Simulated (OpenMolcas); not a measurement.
**C2H7NSi (SMILES C=C[SiH2]N): levels of theory compared**

Wanted: a comparison of 6 runs (BLYP/cc-pVDZ, M06-L/cc-pVDZ, PBE/cc-pVDZ, PBE0/cc-pVDZ, r2SCAN/cc-pVDZ, CCSD(T)/cc-pVDZ) of C2H7NSi. 

The results are computed with OpenMolcas 26.06.

1 further run of the same task is left out (set aside as unsound or not needed).

### 1 The system as given

The species is C2H7NSi (11 atoms), meant as a singlet with charge 0. As SMILES, `C=C[SiH2]N`. The N4–H11 distance was set to 1.307 Å, away from the relaxed value.

Bond lengths: C1–C2 1.330 Å, C2–Si3 1.865 Å, Si3–N4 1.715 Å, C1–H5 1.087 Å, C1–H6 1.087 Å, C2–H7 1.091 Å, Si3–H8 1.488 Å, Si3–H9 1.488 Å, N4–H10 1.006 Å. Some angles: C1–C2–Si3 123.1°, C2–Si3–N4 114.9°, C1–C2–H7 118.1°, Si3–C2–H7 118.8°, C2–C1–H5 122.6°, C2–C1–H6 121.2°, C2–Si3–H8 108.4°, C2–Si3–H9 108.4°, N4–Si3–H8 107.9°, N4–Si3–H9 108.0°. A long bond or contact: N4–H11 1.307 Å.

### 2 A single-point energy at BLYP/cc-pVDZ (run 1)

Contents of mol.input:

```
* C2H7NSi Kohn-Sham DFT

&GATEWAY
 BasLib
 $CurrDir
 Coord
 11
 angstrom
 C       -0.389062       1.426529      -0.970473
 C        0.376338       1.298129       0.109627
 Si       0.883538      -0.354971       0.807127
 N        0.289938      -1.714171      -0.054073
 H       -0.680062       2.394129      -1.370173
 H       -0.759762       0.555129      -1.504573
 H        0.720038       2.206229       0.606127
 H        0.386538      -0.447071       2.207127
 H        2.370238      -0.427171       0.810527
 H        0.691938      -1.996471      -0.931773
 H       -0.953800      -2.102100       0.056300
 Basis
 cc-pVDZ
 Group
 NoSym

&SEWARD
 GridInput
 Grid=UltraFine
 End of Grid

&SCF
 KSDFT
 BLYP
 Thresholds
 1e-10 1e-07 1e-07 1e-05
 PrOrbitals
 1 1
```

The basis set cc-pVDZ is read from a file made from the Basis Set Exchange's data (not shown).

The run is started by

```console
export MOLCAS_MEM=1860
pymolcas mol.input > mol.log
```

Output:

```text
--- Start Module: gateway ---
[...]
--- Stop Module: gateway /rc=_RC_ALL_IS_WELL_ ---
--- Start Module: seward ---
[...]
      Basis functions           95
--- Stop Module: seward /rc=_RC_ALL_IS_WELL_ ---
[...]
--- Start Module: scf ---
[...]
       Convergence after  18 Iterations
[...]
::    Total KS-DFT energy                            -424.5434428604
[...]
      Total spin, S                                     0.0000000000
[...]
      Total electronic charge=   40.000000
      Total            charge=   -0.000000
[...]
      Dipole Moment (debye):
      Origin of the operator (angstrom)=    0.4164   -0.0144    0.1556
                   X= -8.1159E-01               Y= -3.5897E-01               Z= -1.0564E+00           Total=  1.3797E+00
      Quadrupole Moment (debye*angstrom):
[...]
--- Stop Module: scf /rc=_RC_ALL_IS_WELL_ ---
[...]
```

It took 59 s on 1 thread of Intel Xeon Platinum 8259CL at 2.50GHz (Skylake/Cascade Lake), shared host; peak memory 0.53 GiB.

### 3 A single-point energy at M06-L/cc-pVDZ (run 2)

Contents of run.inp:

```
>>> EXPORT MOLCAS_PRINT=2
&gateway
baslib=$CurrDir
coord
11
angstrom
C       -0.389062       1.426529      -0.970473
C        0.376338       1.298129       0.109627
Si       0.883538      -0.354971       0.807127
N        0.289938      -1.714171      -0.054073
H       -0.680062       2.394129      -1.370173
H       -0.759762       0.555129      -1.504573
H        0.720038       2.206229       0.606127
H        0.386538      -0.447071       2.207127
H        2.370238      -0.427171       0.810527
H        0.691938      -1.996471      -0.931773
H       -0.953800      -2.102100       0.056300
basis=cc-pVDZ
group=NoSym
&seward
gridinput
Grid=UltraFine
End of Grid
&scf
ksdft=M06L
thresholds=1e-10 1e-07 1e-07 1e-05
prorbitals=1 1
```

The basis set cc-pVDZ is read from a file made from the Basis Set Exchange's data (not shown).

The run is started by

```console
export MOLCAS_MEM=1860
pymolcas run.inp > run.log
```

Output:

```text
--- Start Module: gateway ---
[...]
--- Stop Module: gateway /rc=_RC_ALL_IS_WELL_ ---
--- Start Module: seward ---
[...]
      Basis functions           95
--- Stop Module: seward /rc=_RC_ALL_IS_WELL_ ---
[...]
--- Start Module: scf ---
[...]
       Convergence after  15 Iterations
[...]
::    Total KS-DFT energy                            -424.6018998131
[...]
      Total spin, S                                     0.0000000000
[...]
      Total electronic charge=   40.000000
      Total            charge=   -0.000000
[...]
      Dipole Moment (debye):
      Origin of the operator (angstrom)=    0.4164   -0.0144    0.1556
                   X= -8.7199E-01               Y= -3.3067E-01               Z= -1.0425E+00           Total=  1.3988E+00
      Quadrupole Moment (debye*angstrom):
[...]
--- Stop Module: scf /rc=_RC_ALL_IS_WELL_ ---
[...]
```

Wall time 85 s (1 thread of Intel Xeon Platinum 8259CL at 2.50GHz (Skylake/Cascade Lake), shared host); peak memory 0.53 GiB.

Runs 3 to 5 aren't shown in full; the table further down has their settings and results.

### 4 A single-point energy at CCSD(T)/cc-pVDZ (run 6)

Contents of calc.inp:

```
&GATEWAY
BasLib = $CurrDir
Coord
11
angstrom
C       -0.389062       1.426529      -0.970473
C        0.376338       1.298129       0.109627
Si       0.883538      -0.354971       0.807127
N        0.289938      -1.714171      -0.054073
H       -0.680062       2.394129      -1.370173
H       -0.759762       0.555129      -1.504573
H        0.720038       2.206229       0.606127
H        0.386538      -0.447071       2.207127
H        2.370238      -0.427171       0.810527
H        0.691938      -1.996471      -0.931773
H       -0.953800      -2.102100       0.056300
Basis = cc-pVDZ
Group = NoSym
&SEWARD
&SCF
Thresholds = 1e-10 1e-07 1e-07 1e-05
PrOrbitals = 1 1
&RASSCF
FileOrb = $Project.ScfOrb
Spin = 1
Nactel = 0 0 0
Inactive = 20
Ras2 = 0
OutOrbitals = Canonical
OrbListing = Nothing
&MOTRA
JobIph
Frozen = 8
&CCSDT
CCT
Triples = 2
Iterations = 80
Accuracy = 1e-08
Extrapolation = 5 4
```

The basis set cc-pVDZ is read from a file made from the Basis Set Exchange's data (not shown).

The run is started by

```console
export MOLCAS_MEM=1860
pymolcas calc.inp > calc.log
```

Output:

```text
--- Start Module: gateway ---
[...]
--- Stop Module: gateway /rc=_RC_ALL_IS_WELL_ ---
[...]
      Basis functions           95
[...]
       Convergence after  14 Iterations
[...]
::    Total SCF energy                               -423.1496061850
[...]
      Total spin, S                                     0.0000000000
[...]
      Number of active orbitals                  0
[...]
      Spin quantum number                      0.0
[...]
      Active orbitals                            0
[...]
      Number of CSFs                             1
[...]
      Number of root(s) required                 1
[...]
      Convergence after  4 iterations
[...]
      Natural orbitals and occupation numbers for root  1
      ************************************************************************************************************************
      *                                                    Final results                                                     *
      ************************************************************************************************************************
[...]
::    RASSCF root number  1 Total energy:   -423.14960619
[...]
      Total electronic charge=   40.000000
      Total            charge=   -0.000000
[...]
      Dipole Moment (debye):
      Origin of the operator (angstrom)=    0.4164   -0.0144    0.1556
                   X= -9.8412E-01               Y= -1.4129E-01               Z= -1.2191E+00           Total=  1.5731E+00
      Quadrupole Moment (debye*angstrom):
[...]
--- Start Module: motra ---
[...]
      *** WARNING: Default frozen orbitals is overwritten by user input.
      *** Default values:   5
[...]
--- Stop Module: motra /rc=_RC_ALL_IS_WELL_ ---
[...]
--- Start Module: ccsdt ---
[...]
      Convergence after                    17  Iterations
      Total energy (diff) :    -423.74998651       0.00000000
[...]
 METHOD                       : CCSD+T(CCSD)+<T3(1)WT1> = CCSD(T)
[...]
       CCSD     =      -423.7499865104054
[...]
--- Stop Module: ccsdt /rc=_RC_ALL_IS_WELL_ ---
[...]
```

It took 1.9 min on 1 thread of Intel Xeon Platinum 8259CL at 2.50GHz (Skylake/Cascade Lake), shared host; peak memory 0.53 GiB.

### 5 The series

| run | level | integration grid | frozen core orbitals | energy (Eh) | dipole moment (D) of the reference | HOMO energy (eV) | LUMO energy (eV) | wall time |
| --- | --- | --- | --- | --- | --- | --- | --- | --- |
| 1 | BLYP/cc-pVDZ | UltraFine | – | -424.543443 | 1.38 | -5.36 | -0.88 | 59 s |
| 2 | M06-L/cc-pVDZ | UltraFine | – | -424.601900 | 1.40 | -5.77 | -0.72 | 85 s |
| 3 | PBE/cc-pVDZ | UltraFine | – | -424.284821 | 1.43 | -5.50 | -0.98 | 59 s |
| 4 | PBE0/cc-pVDZ | UltraFine | – | -424.332677 | 1.48 | -6.97 | 0.04 | 53 s |
| 5 | r2SCAN/cc-pVDZ | UltraFine | – | -424.510650 | 1.47 | -5.84 | -0.78 | 76 s |
| 6 | CCSD(T)/cc-pVDZ | – | 8 | -423.768898 | 1.57 | -10.06 | 3.67 | 1.9 min |

### 6 Summary of results

| quantity | value |
| --- | --- |
| run 6: total energy | -423.76890 Eh |
| run 6: dipole moment (mean-field density) | 1.57 D |
| run 6: HOMO energy (Hartree–Fock orbitals) | -10.06 eV |
| run 6: LUMO energy (Hartree–Fock orbitals) | 3.67 eV |
| run 6: HOMO–LUMO gap (Hartree–Fock orbitals) | 13.74 eV |
| run 6: correlation energy (8 core orbitals frozen) | -619.3 mEh |
| run 6: (T) correction | -18.91 mEh |

Over runs 1, 2, 3, 4, 5 the dipole moment (its size) runs from 1.38 D (BLYP/cc-pVDZ) to 1.48 D (PBE0/cc-pVDZ). Over runs 1, 2, 3, 4, 5 the HOMO–LUMO gap runs from 4.48 eV (BLYP/cc-pVDZ) to 7.00 eV (PBE0/cc-pVDZ). Totals of different functionals can't be ranked against each other. All runs together took 7.4 min, the longest 1.9 min.
